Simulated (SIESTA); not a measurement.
The system is Ag3Au.

```
CELL_PARAMETERS angstrom
4.11109 0.00000 0.00000
0.00000 4.11109 0.00000
0.00000 0.00000 4.11109
ATOMIC_POSITIONS crystal
Au 0.00000 0.00000 0.00000
Ag 0.50000 0.50000 0.00000
Ag 0.00000 0.50000 0.50000
Ag 0.50000 0.00000 0.50000
```

The cell comes from a database or a generator and needn't be the stable form of this composition.

```yaml
Program: SIESTA 5.4.2
Task: single point
Functional: PBEsol
Potentials_or_basis: PseudoDojo 0.4 standard (PBEsol files)
Basis: DZP (energy shift 0.003 Ry; two zetas on semicore shells)
Grid_cutoff: 800 Ry
Energy_shift: 0.003 Ry
k_mesh: 7 × 7 × 7
Occupations: fermi-dirac, width 0.05 eV
Spin: no spin polarisation
```

On this cell: pressure -4.3 GPa; largest force zero by symmetry; band gap on the k mesh none (metal or under the smearing width).

The same run follows on a disturbed copy (atoms moved at random, drawn with an rms of 0.05 Å):

```
Au Ag
1.0
     4.11109    0.00000    0.00000
     0.00000    4.11109    0.00000
     0.00000    0.00000    4.11109
Au Ag
1 3
Cartesian
  -0.0134 -0.0464 0.0295
  2.0803 2.0441 0.0410
  -0.0181 2.0147 2.0258
  2.0453 -0.0119 2.0499
```

Task: What changes?

Result: The energy (extrapolated to zero smearing) moves by +6.7 meV/atom; pressure -4.0 GPa; largest force 0.449 eV/Å; band gap on the k mesh none (metal or under the smearing width).

Forces in eV/Å, atoms in the order of the input:
```
Au   0.145  0.132 -0.328
Ag  -0.250 -0.110 -0.356
Ag   0.157  0.051  0.412
Ag  -0.054 -0.071  0.272
```

Stress tensor (GPa, compression positive):
```
-3.94  0.07  0.11
 0.07 -3.96 -0.02
 0.11 -0.02 -4.02
```

Caveats: short orbitals over semicore shells can move pressures by several GPa; the basis of atomic orbitals isn't converged, which shifts pressures, moduli and gaps.
